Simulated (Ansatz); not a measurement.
**Nudged elastic band run: LiSi16, charge +1**

Input file:

```yaml
crystal:
  lattice:
    - [0.0, 5.43, 5.43]
    - [5.43, 0.0, 5.43]
    - [5.43, 5.43, 0.0]
  atoms:
    - { symbol: Si, position: [-0.00258003, 0.00081951, 0.00080302] }
    - { symbol: Si, position: [0.12713638, 0.12289608, 0.12287508] }
    - { symbol: Si, position: [0.00250996, -0.00728637, 0.50234408] }
    - { symbol: Si, position: [0.1270545, 0.12290169, 0.62694003] }
    - { symbol: Si, position: [0.00252611, 0.50236938, -0.00734459] }
    - { symbol: Si, position: [0.12706287, 0.62695584, 0.12287913] }
    - { symbol: Si, position: [0.00236114, 0.50219135, 0.50218299] }
    - { symbol: Si, position: [0.1256263, 0.62463482, 0.62457974] }
    - { symbol: Si, position: [0.50101303, 0.00076235, 0.00074584] }
    - { symbol: Si, position: [0.62493424, 0.12503886, 0.1250445] }
    - { symbol: Si, position: [0.50093946, 0.00068284, 0.49755166] }
    - { symbol: Si, position: [0.62328841, 0.122895, 0.62687334] }
    - { symbol: Si, position: [0.50094711, 0.49754471, 0.00067424] }
    - { symbol: Si, position: [0.62328646, 0.62688939, 0.12287232] }
    - { symbol: Si, position: [0.49375737, 0.50205355, 0.50204455] }
    - { symbol: Si, position: [0.62329805, 0.62680172, 0.62679435] }
    - { symbol: Li, position: [0.87660505, 0.37404578, 0.37388555] }
total_charge: 1
basis:
  ecutwfc: 420.0
kpoints:
  mp_grid: { grid: [2, 2, 2] }
hamiltonian:
  xc: pbesol
  pseudopotentials: { kind: paw, azcp: { folder: soft_1 } }
scf:
  occupations: { method: gaussian, width: 0.05 }
  lower_state_search: "off"
neb:
  images: 5
  f_tol: 0.05
  initial_path: linear
  max_iterations: 80
  spring: 2.0
  final_atoms:
    - { symbol: Si, position: [-0.00093813, 0.0003184, 0.00045534] }
    - { symbol: Si, position: [0.12248937, 0.12270335, 0.12272374] }
    - { symbol: Si, position: [-0.00214424, -0.00201783, 0.50213857] }
    - { symbol: Si, position: [0.1224057, 0.12261056, 0.63239399] }
    - { symbol: Si, position: [-0.00212431, 0.50208298, -0.001979] }
    - { symbol: Si, position: [0.12244483, 0.63224915, 0.12267366] }
    - { symbol: Si, position: [-0.00216755, 0.50208774, 0.50214016] }
    - { symbol: Si, position: [0.12762046, 0.62412857, 0.62416868] }
    - { symbol: Si, position: [0.50158105, -0.00181573, -0.00179744] }
    - { symbol: Si, position: [0.63092261, 0.12302667, 0.12304961] }
    - { symbol: Si, position: [0.50159037, -0.00186312, 0.50215453] }
    - { symbol: Si, position: [0.62397145, 0.12746617, 0.6243259] }
    - { symbol: Si, position: [0.50158523, 0.502098, -0.00182308] }
    - { symbol: Si, position: [0.62398953, 0.62430456, 0.12744937] }
    - { symbol: Si, position: [0.50009472, 0.49996877, 0.49995505] }
    - { symbol: Si, position: [0.62395076, 0.62426149, 0.62430294] }
    - { symbol: Li, position: [1.24773732, 0.25076619, 0.25114882] }
  order_check: true
```

Command:

```bash
$ ansatz run input.yaml --threads 1 --pin off --max-ram 3072MiB --backend cpu --events-out ev --progress --plain --runs-dir out
```

Output, in part (warnings, iteration lines):

```
NEB end point (image 0): max|allowed force component| = 2.627e-2 eV/Å (the criterion of neb.relax_end_points is 1.000e-2)
NEB end point (image 6): max|allowed force component| = 2.295e-2 eV/Å (the criterion of neb.relax_end_points is 1.000e-2)
NEB iter   1: max|band force component| = 7.964e-1 eV/Å  barrier→ = 0.8043 eV  barrier← = 0.8042 eV  Δτ_max = 0.0878 Å  (56 SCF iters)
NEB iter   2: max|band force component| = 2.360e-1 eV/Å  barrier→ = 0.6345 eV  barrier← = 0.6344 eV  CI = image 3  Δτ_max = 0.0972 Å  (30 SCF iters)
NEB iter   3: max|band force component| = 7.604e-2 eV/Å  barrier→ = 0.5870 eV  barrier← = 0.5870 eV  CI = image 3  Δτ_max = 0.0136 Å  (30 SCF iters)
NEB iter   4: max|band force component| = 2.365e-2 eV/Å  barrier→ = 0.5856 eV  barrier← = 0.5856 eV  CI = image 3  CI's point: of a kind that is not told: the force calls were inconclusive, a negative curvature could not be distinguished from the path's own, the only one lies far off the path, or fixed occupations may fill a level only in part  Δτ_max = 0.0000 Å  (206 SCF iters)
```

The forces met the threshold. By the program's own check the climbing image is of a kind that is not told: the force calls were inconclusive, a negative curvature could not be distinguished from the path's own, the only one lies far off the path, or fixed occupations may fill a level only in part (lowest curvatures found: -2.25 and 0.72 eV/Å²). Limits of this set-up: PAW files made for another functional, charged cell in a uniform background, uncorrected.

Final band (atoms are numbered from 1 in the order of the input):

```json
{"image": "0", "path coordinate (Å)": "0.00", "energy (eV)": "0.00", "Si12–Li17 (Å)": "2.74", "Si14–Li17 (Å)": "2.74", "Si15–Li17 (Å)": "2.40"}
{"image": "1", "path coordinate (Å)": "0.43", "energy (eV)": "0.11", "Si12–Li17 (Å)": "2.92", "Si14–Li17 (Å)": "2.92", "Si15–Li17 (Å)": "2.56"}
{"image": "2", "path coordinate (Å)": "0.86", "energy (eV)": "0.41", "Si12–Li17 (Å)": "3.20", "Si14–Li17 (Å)": "3.20", "Si15–Li17 (Å)": "2.92"}
{"image": "3", "path coordinate (Å)": "1.29", "energy (eV)": "0.59", "Si12–Li17 (Å)": "3.52", "Si14–Li17 (Å)": "3.52", "Si15–Li17 (Å)": "3.35"}
{"image": "4", "path coordinate (Å)": "1.72", "energy (eV)": "0.41", "Si12–Li17 (Å)": "3.86", "Si14–Li17 (Å)": "3.86", "Si15–Li17 (Å)": "3.79"}
{"image": "5", "path coordinate (Å)": "2.15", "energy (eV)": "0.11", "Si12–Li17 (Å)": "4.21", "Si14–Li17 (Å)": "4.21", "Si15–Li17 (Å)": "4.26"}
{"image": "6", "path coordinate (Å)": "2.58", "energy (eV)": "0.00", "Si12–Li17 (Å)": "4.49", "Si14–Li17 (Å)": "4.49", "Si15–Li17 (Å)": "4.69"}
```

Run time: 5.3 min on 1 thread of Arm Neoverse V1, on a shared host, peak memory 0.83 GiB.
